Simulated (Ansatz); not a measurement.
# TaTe (zincblende): the equilibrium volume, part 2 of 2

At what volume is TaTe (zincblende) free of pressure? The start comes from a prototype table, not from a measured structure.

Ansatz 0.2.0; DFT PBE, scalar-relativistic, plane waves, PAW.

**4. Volume 31.552 Å³/atom**

input.yaml

```yaml
crystal:
  lattice:
    - [0.0, 3.1599278669, 3.1599278669]
    - [3.1599278669, 0.0, 3.1599278669]
    - [3.1599278669, 3.1599278669, 0.0]
  atoms:
    - { symbol: Ta, position: [0.0, 0.0, 0.0], spin: 1.37 }
    - { symbol: Te, position: [0.25, 0.25, 0.25] }
basis:
  ecutwfc: 420
  ecutrho_ratio: 4
kpoints:
  mp_grid: { grid: [10, 10, 10] }
hamiltonian:
  xc: pbe
scf:
  occupations: { method: gaussian, width: 0.05 }
output:
  forces: true
  stress: true
  eigenvalues: true
  populations: true
magnetization:
  spin_polarized: true
```

Started as:

```console
> ansatz run input.yaml --threads 2 --pin off --max-ram 2662MiB --backend cpu --events-out ev --progress --plain --runs-dir out
```

Standard output:

```text
Warning: RAYON_NUM_THREADS=2 ignored (pool sized by the plan → 2); use --threads N
Engine: ansatz 0.2.0, aarch64-unknown-linux-gnu
Pseudopotentials: kind: paw
Pseudopotential: Ta, paw, valence charge 13, recommended cutoff 420 eV (normal), Ta.paw.azcp
Pseudopotential: Te, paw, valence charge 16, recommended cutoff 420 eV (normal), Te.paw.azcp
Functional definition: PBE
  parameter kappa = 0.804
  parameter beta = 0.06672455060314922
  exchange = pbe_x(kappa = kappa, mu = beta*pi^2/3)
  correlation = pbe_c(beta = beta)
Crystal: 2 atoms, lattice volume = 63.105 Å³
Basis set: ecut = 420 eV, 1243 PW (Γ), exchange–correlation on 60×60×60 points (8 copies of the dense FFT grid, shifted against one another)
Bands: 20, of which v1, the nominal top of the filled ones, is band 15 counted from 1 (14 counted from 0)
Symmetry: 24 space group operations
Space group: F-43m (ITA 216), of the structure as read, at distance tolerance 4.0e-5 Å
Magnetic group: BNS 216.74 (UNI 1576), of the structure as read, at distance tolerance 4.0e-5 Å
k-points: 47 of 1000 (time reversal used)
Non-local potential: Ta, projectors of the file, l = 0: 3, l = 1: 2, l = 2: 2, l = 3: 1
Non-local potential: Te, projectors of the file, l = 0: 2, l = 1: 2, l = 2: 2, l = 3: 2
PAW form: soft (Blöchl's): semilocal exchange-correlation on the pseudo side does not see the compensation charge
PAW one-centre angular grid: Ta, 590 points (default); XC on 64 Gauss nodes
PAW one-centre angular grid: Te, 590 points (default); XC on 64 Gauss nodes
Initial density: superposition of atomic densities (chi_scale 0.1, normalization cell)
Starting moments: Σ|m| = 1.37 μB on 1 of 2 sites
Initial wavefunctions: pseudopotential atomic-orbital guess
Functional: x = pbe(κ = 0.804, μ = 0.2195149727645171), c = pbe(β = 0.06672455060314922)
iter 1 solved again at ethr=9.53e-4 eV; its pass at ethr=3.10e-3 eV (dr2=2.76e-1 eV) is discarded
SCF iter   1: F=—  HF=-16910.123326 eV  |F-HF|=—  |Δ(HF+E_count)|=         —  Δρ=1.41e-2 (↑1.41e-2 ↓1.26e-2)  dr2=2.78e-1  dr2_m=2.22e-2  M=1.413 μB ∫|m|=1.449 μB  β_m=0.30  ethr=9.53e-4  ⟨swp⟩=1.0  Hψ=12729  notcnv=0
Mixer restart at iter 1: flushing history
preconditioner: auto → Kerker (q_TF=auto, 2.397 Å⁻¹)  [metal: Δε(μ)=0.017 eV  Ē_g=7.528 eV  σ=0.050 eV  W_gap=0.19  n_scr=14 (ndim 8)  ℏωp=15.5 eV  f_vac=0.003  D(μ)=4.39/eV (n_scr^D=58)]
spin=Collinear: Kerker preconditioning applied to the charge; magnetization (m = ρ↑ − ρ↓) channel mixes plain (no charge-response kernel on spin).
SCF iter   2: F=—  HF=-16910.152520 eV  |F-HF|=—  |Δ(HF+E_count)|=   2.92e-2  Δρ=1.17e-2 (↑1.17e-2 ↓1.04e-2)  dr2=1.69e-1  dr2_m=2.22e-2  M=1.589 μB ∫|m|=1.631 μB  β_m=0.65  ethr=9.53e-4  ⟨swp⟩=1.2  Hψ=1904  notcnv=0
SCF iter   3: F=—  HF=-16910.295315 eV  |F-HF|=—  |Δ(HF+E_count)|=   1.43e-1  Δρ=5.91e-3 (↑5.91e-3 ↓2.84e-3)  dr2=3.19e-2  dr2_m=7.94e-3  M=2.003 μB ∫|m|=2.086 μB  β_m=0.82  ethr=5.83e-4  ⟨swp⟩=2.9  Hψ=3074  notcnv=0
SCF iter   4: F=—  HF=-16910.295050 eV  |F-HF|=—  |Δ(HF+E_count)|=         —  Δρ=1.23e-3 (↑1.23e-3 ↓8.16e-4)  dr2=3.31e-3  dr2_m=2.74e-4  M=2.062 μB ∫|m|=2.160 μB  β_m=0.82  ethr=1.10e-4  ⟨swp⟩=2.4  Hψ=3263  notcnv=0  defer=21
Mixer restart at iter 4: flushing history
SCF iter   5: F=—  HF=-16910.295823 eV  |F-HF|=—  |Δ(HF+E_count)|=   7.73e-4  Δρ=5.20e-4 (↑5.20e-4 ↓4.72e-4)  dr2=1.25e-3  dr2_m=1.95e-5  M=2.065 μB ∫|m|=2.167 μB  β_m=0.91  ethr=1.14e-5  ⟨swp⟩=1.1  Hψ=1962  notcnv=0  defer=21
SCF iter   6: F=—  HF=-16910.296239 eV  |F-HF|=—  |Δ(HF+E_count)|=   4.16e-4  Δρ=1.30e-4 (↑1.30e-4 ↓1.30e-4)  dr2=8.36e-5  dr2_m=6.36e-7  M=2.067 μB ∫|m|=2.171 μB  β_m=0.96  ethr=4.30e-6  ⟨swp⟩=2.0  Hψ=2346  notcnv=0  defer=24
SCF iter   7: F=—  HF=-16910.296349 eV  |F-HF|=—  |Δ(HF+E_count)|=   1.10e-4  Δρ=5.82e-5 (↑5.23e-5 ↓5.82e-5)  dr2=1.14e-5  dr2_m=1.72e-7  M=2.067 μB ∫|m|=2.170 μB  β_m=0.98  ethr=2.88e-7  ⟨swp⟩=2.3  Hψ=2630  notcnv=0  defer=32
SCF iter   8: F=—  HF=-16910.296358 eV  |F-HF|=—  |Δ(HF+E_count)|=   9.61e-6  Δρ=3.08e-5 (↑2.29e-5 ↓3.08e-5)  dr2=3.22e-6  dr2_m=7.45e-8  M=2.067 μB ∫|m|=2.170 μB  β_m=0.99  ethr=3.92e-8  ⟨swp⟩=2.4  Hψ=2998  notcnv=0  defer=32
SCF iter   9: F=—  HF=-16910.296359 eV  |F-HF|=—  |Δ(HF+E_count)|=   1.29e-6  Δρ=1.67e-5 (↑1.67e-5 ↓9.52e-6)  dr2=7.25e-7  dr2_m=1.51e-8  M=2.066 μB ∫|m|=2.169 μB  β_m=0.99  ethr=1.11e-8  ⟨swp⟩=2.0  Hψ=2400  notcnv=0  defer=34
SCF iter  10: F=—  HF=-16910.296360 eV  |F-HF|=—  |Δ(HF+E_count)|=   6.21e-7  Δρ=5.08e-6 (↑5.08e-6 ↓4.06e-6)  dr2=8.65e-8  dr2_m=2.13e-9  M=2.066 μB ∫|m|=2.169 μB  β_m=1.00  ethr=2.50e-9  ⟨swp⟩=2.0  Hψ=2307  notcnv=0  defer=34
SCF iter  11: F=-16910.296360 eV  HF=-16910.296360 eV  |F-HF|=3.93e-9  |Δ(HF+E_count)|=   4.70e-8  Δρ=1.43e-6 (↑1.43e-6 ↓1.28e-6)  dr2=9.74e-9  dr2_m=1.44e-10  M=2.066 μB ∫|m|=2.169 μB  ethr=2.98e-10  ⟨swp⟩=4.2  Hψ=6473  notcnv=0
SCF 1 converged in 11 iterations: F = -16910.296360 eV  dr2 = 9.74e-9
the search or the solves at the SCF's close seem to have found levels that the self-consistency loop had missed (the run counts 1). By its estimate they hold under 1e-12 electrons; where the run keeps them, the occupations were computed again with them
SCF converged after 11 iterations
Magnetization: 2.0664 μB (15.5332 up, 13.4668 down)
Absolute magnetization: 2.1714 μB (∫|ρ↑−ρ↓|, with the PAW one-centre terms)
Spin contamination: 0.0146 ħ² per cell (⟨S²⟩ above its minimum at these occupations)
Per-site moments (μB) at R_I (Å): [(1.259809275228898, 1.128838345330481), (-0.020546108703912505, 1.128838345330481)]
Free energy (F): -16910.296360 eV
Harris-Foulkes:  -16910.296360 eV  (|F-HF|=3.93e-9)
Internal energy: -16910.293289 eV  (E = F + TS)
E sigma→0 (E₀):  -16910.294825 eV
Entropy (-TS):   -0.003071 eV (-1.536 meV/atom)
Fermi energy:    9.956223 eV
--- Per-component energies (eV) ---
  E_band       = -480.651747
  E_kinetic    = 547.330777
  E_local      = -2390.883518  (includes V_loc(G=0)·N_el)
  E_nonlocal   = -294.511698
  E_hartree    = 1229.238472
  E_xc         = -341.136454
  E_vxc        = -306.154232  (∫ρ·V_xc dr)
  E_paw        = -13060.392995  (= ΣΔE_a)
  E_vpaw       = -494.910018  (= ΣTr[D̂ρ^β])
  E_aug_tail   = -0.000040  (compensation charges beyond the density's cutoff)
  E_ewald      = -2599.937834
  E_smearing   = -0.003071  (= −TS)
  E_closure    = 0.000000  (closes the sum)
  Σ components = -16910.296360   (vs F -16910.296360, Δ=0.00e0)
--- Forces (eV/Å), atoms counted from 1 ---
  atom   1  Ta     0.00000000    -0.00000000     0.00000000
  atom   2  Te    -0.00000000     0.00000000    -0.00000000
  max |Σ_I F_I| component: 5.09e-17 eV/Å
--- Stress (GPa, compression-positive) ---
       -0.002626       0.000000       0.000000
        0.000000      -0.002626      -0.000000
        0.000000      -0.000000      -0.002626
  P = ⅓ Tr σ = -0.0026 GPa (-0.026 kbar)
--- Band table (eV; the first three rows and the last of 94) ---
  k-point 0 ↑: bands = ["-58.5270", "-27.5109", "-27.5109", "-27.5109", "-27.4668", "-27.4668", "-25.1726", "-25.1726", "-25.1726", "-2.8279", "5.9240", "5.9240", "5.9240", "9.4416", "9.4416", "10.5112", "14.0862", "14.0862", "14.0862", "15.1242"]
  k-point 1 ↑: bands = ["-58.5270", "-27.5104", "-27.5104", "-27.5089", "-27.4668", "-27.4668", "-25.1766", "-25.1733", "-25.1733", "-2.7660", "5.7261", "5.9530", "5.9530", "9.4104", "9.4104", "10.8467", "13.3680", "13.9307", "13.9307", "15.0632"]
  k-point 2 ↑: bands = ["-58.5269", "-27.5091", "-27.5091", "-27.5036", "-27.4668", "-27.4668", "-25.1873", "-25.1754", "-25.1754", "-2.5978", "5.2967", "6.0236", "6.0236", "9.3738", "9.3738", "11.5680", "12.0742", "13.4529", "13.4529", "15.0462"]
  k-point 46 ↓: bands = ["-57.9023", "-27.5041", "-27.5037", "-27.4949", "-27.4790", "-27.4778", "-24.3339", "-24.3151", "-24.3140", "-1.8076", "5.1936", "5.9358", "6.7722", "9.3609", "10.5384", "11.3591", "11.7999", "12.7482", "16.1599", "16.2807"]
--- Löwdin populations: 2 sites ---
  site symbol       q [e]    m [muB]
     0     Ta     12.8483     2.1126
     1     Te     15.9565    -0.1159
  spilling = 0.006732 (of n_electrons = 29.000000)
```

Wall time 16 s (2 threads of Arm Neoverse N1, shared host); peak memory 0.43 GiB.

Read off: volume 31.552 Å³/atom, pressure 0.00 GPa, a metal on this mesh, spin moments in the atoms' spheres Ta 1.26 μB.

**5. The volume search in one table**

```
step  level      mesh  relaxed  volume (Å³/atom)  pressure (GPa)
   2    PBE  10×10×10  nothing            30.866            1.62
   3    PBE  10×10×10  nothing            31.200            0.81
   4    PBE  10×10×10  nothing            31.552            0.00
```

The cell before and after:

| cell as typed | before | after | change |
| --- | --- | --- | --- |
| a (Å) | 4.436 | 4.469 | +0.7 % |
| b (Å) | 4.436 | 4.469 | +0.7 % |
| c (Å) | 4.436 | 4.469 | +0.7 % |
| volume (Å³/atom) | 30.866 | 31.552 | +2.2 % |
| shortest distance (Å) | 2.717 | 2.737 | +0.7 % |
| space group | F-43m | F-43m | same |

**6. Summary of results**

This closing draws on all 2 parts. Changes of volume or cell count from the first structure of part 1.

```
               quantity                                                                      value
                 volume                                                             31.552 Å³/atom
               pressure                                                                   0.00 GPa
      conventional cell  a = 6.320 Å, b = 6.320 Å, c = 6.320 Å, α = 90.00°, β = 90.00°, γ = 90.00°
        gap on the mesh                                                               none (metal)
spin moments in spheres                                                                 Ta 1.26 μB
```

From the first run shown, the volume went from 30.87 to 31.55 Å³/atom (+2.2 %) in 3 runs, where the pressure is zero within 0.01 GPa. Spin–orbit coupling is left out, though the cell holds Ta; in elements this heavy it can shift levels and gaps by tenths of an eV.
